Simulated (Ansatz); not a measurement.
## Ba, space group Fm-3m: a scan of the energy under strain, step by step

Computed with the Python package of Ansatz (0.2.0).

Run as a notebook:

```python
import ansatz as az
import numpy as np
```

```python
VECTORS = np.array([
    [0.0, 3.23267, 3.23267],
    [3.23267, 0.0, 3.23267],
    [3.23267, 3.23267, 0.0],
])
SITES = [
    ("Ba", (0.0, 0.0, 0.0)),
]
```

```python
def make_crystal(cell):
    crystal = az.Crystal(lattice=az.Lattice.of(cell))
    for symbol, position in SITES:
        crystal = crystal.atom(symbol, position)
    return crystal

values = np.linspace(-0.01, 0.01, 5)
energies = []
for d in values:
    strain = np.diag([0, 0, d])
    cell = VECTORS @ (np.eye(3) + strain)
    calc = (
        make_crystal(cell).calculation()
        .functional(az.Functional.R2SCAN)
        .basis(23 * az.Ha)
        .occupations("fermi_dirac", width=0.05)
        .scf(tolerance=1e-10)
        .kpoints(9, 9, 9)
        .stress()
    )
    r = calc.run().report
    energies.append(r["free_energy_ev"] / len(SITES))
    s = r["stress_gpa"]
    print(f"d = {d:+.4f}  stress xx yy zz xy (GPa, compression positive): {s[0][0]:8.3f} {s[1][1]:8.3f} {s[2][2]:8.3f} {s[0][1]:8.3f}")
energies = np.array(energies)
```

    d = -0.0100  stress xx yy zz xy (GPa, compression positive):   -0.003   -0.003   -0.046    0.000
    d = -0.0050  stress xx yy zz xy (GPa, compression positive):   -0.047   -0.047   -0.068    0.000
    d = +0.0000  stress xx yy zz xy (GPa, compression positive):   -0.090   -0.090   -0.090    0.000
    d = +0.0050  stress xx yy zz xy (GPa, compression positive):   -0.131   -0.131   -0.113    0.000
    d = +0.0100  stress xx yy zz xy (GPa, compression positive):   -0.170   -0.170   -0.138    0.000

```python
for value, e in zip(values, energies):
    print(f"strain {value:7.3f}   E - Emin = {1000 * (e - energies.min()):9.3f} meV/atom")
curvature = 2 * np.polyfit(values, energies, 3)[1]
volume = abs(np.linalg.det(VECTORS)) / len(SITES)
print(f"d2E/dd2 over the volume: {curvature / volume * 160.21766:.1f} GPa")
```

    strain  -0.010   E - Emin =     0.000 meV/atom
    strain  -0.005   E - Emin =     0.120 meV/atom
    strain   0.000   E - Emin =     0.286 meV/atom
    strain   0.005   E - Emin =     0.500 meV/atom
    strain   0.010   E - Emin =     0.764 meV/atom
    d2E/dd2 over the volume: 4.5 GPa

Against the unstrained cell the energy per atom changes by -0.29 meV at one end of the scan and +0.48 meV at the other, and its second derivative over the volume is 4.5 GPa. The lowest row is an end of the scan, as the cell stands under stress.

Caveats:
- The curvature belongs to this strain pattern and to the cell's stress; it equals a single elastic constant only for simple patterns.
- In a metal a curvature from energy changes of a few meV or less hangs on mesh and smearing, in size and even in sign.
- This isn't the structure that Ba takes at ambient conditions.
- The ions keep their fractional positions (clamped ions).
- Timing: 59 s on 1 thread of Arm Neoverse V1, with other jobs on the host, peak memory 0.73 GiB.
